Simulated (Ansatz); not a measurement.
# YCu: equal strain of all cell vectors

The task here is to estimate one member of a computed series from the others.

Program: Ansatz 0.2.0. Level of theory: DFT PBEsol, scalar-relativistic, plane waves, PAW. These are calculated values, not measurements.

2 further runs of the same task are left out: 2 set aside as unsound or not needed.

## The starting structure

It takes space group Pm-3m (No. 221, cubic). The conventional cell has a = 3.424 Å, b = 3.424 Å, c = 3.424 Å, α = 90.00°, β = 90.00°, γ = 90.00°. Y (site symmetry m-3m) has 8 Cu at 2.97 Å as nearest neighbours. Around Cu (site symmetry m-3m) lie 8 Y at 2.97 Å.

Structure file:

```xyz
2
Lattice="3.4244 0.0000 0.0000 0.0000 3.4244 0.0000 0.0000 0.0000 3.4244" Properties=species:S:1:pos:R:3 pbc="T T T"
Y     0.0000    0.0000    0.0000
Cu    1.7122    1.7122    1.7122
```

It goes back to an entry of the Materials Project, which need not be the stable form.

It is the result of an earlier relaxation at this level (volume 20.08 Å³/atom; gap on the mesh: none (metal)).

The unstrained cell comes from an earlier run at this level (2 atoms, E(σ→0) -10384.2966 eV, gap none (metal)).

The first run:

input.yaml

```yaml
crystal:
  lattice:
    - [3.3559448835, 0.0, 0.0]
    - [0.0, 3.3559448835, 0.0]
    - [0.0, 0.0, 3.3559448835]
  atoms:
    - { symbol: "Y", position: [0.0, 0.0, 0.0] }
    - { symbol: Cu, position: [0.5, 0.5, 0.5] }
basis:
  ecutwfc: 420
kpoints:
  mp_grid: { grid: [12, 12, 12] }
hamiltonian:
  xc: pbesol
scf:
  occupations: { method: gaussian, width: 0.1 }
output:
  forces: true
  stress: true
  eigenvalues: true
```

Steps of the session up to this table: At -2.0 %; Strain +2.0 %; Strain -4.0 %; The cell strained by +4.0 %; At -6.0 %; At +6.0 %.

One table of the session follows, with a row left open; its other results are not shown here.

Lengths are those of the vectors of the cell that was run; stresses in GPa:

| strain (%) | ΔE (meV/atom) | a (Å) | b (Å) | c (Å) |
| --- | --- | --- | --- | --- |
| -6.0 | 191.8 | 3.219 | 3.219 | 3.219 |
| -4.0 | 79.7 | 3.287 | 3.287 | 3.287 |
| -2.0 | 18.6 | 3.356 | 3.356 | 3.356 |
| +0.0 | 0.0 | 3.424 | 3.424 | 3.424 |
| +2.0 | 16.6 | 3.493 | 3.493 | 3.493 |
| +4.0 | ? | ? | ? | ? |
| +6.0 | 132.9 | 3.630 | 3.630 | 3.630 |

Q: Estimate the row for strain (%) = +4.0 from the others.

Worked estimate for «ΔE (meV/atom)». A straight line through the neighbours (2.0, 16.6) and (6.0, 132.9) gives 16.6 + (132.9 − 16.6) × (4.0 − 2.0) / (6.0 − 2.0) = 74.8; a parabola fitted to 3 rows on both sides gives 60.9.

The run gave: ΔE (meV/atom): 62.6; a (Å): 3.561; b (Å): 3.561; c (Å): 3.561. In «ΔE (meV/atom)» the line misses by +12.2 and the parabola by -1.7.

ΔE is over the unstrained cell. Stress in GPa, positive in compression, on the Cartesian axes of the input. 
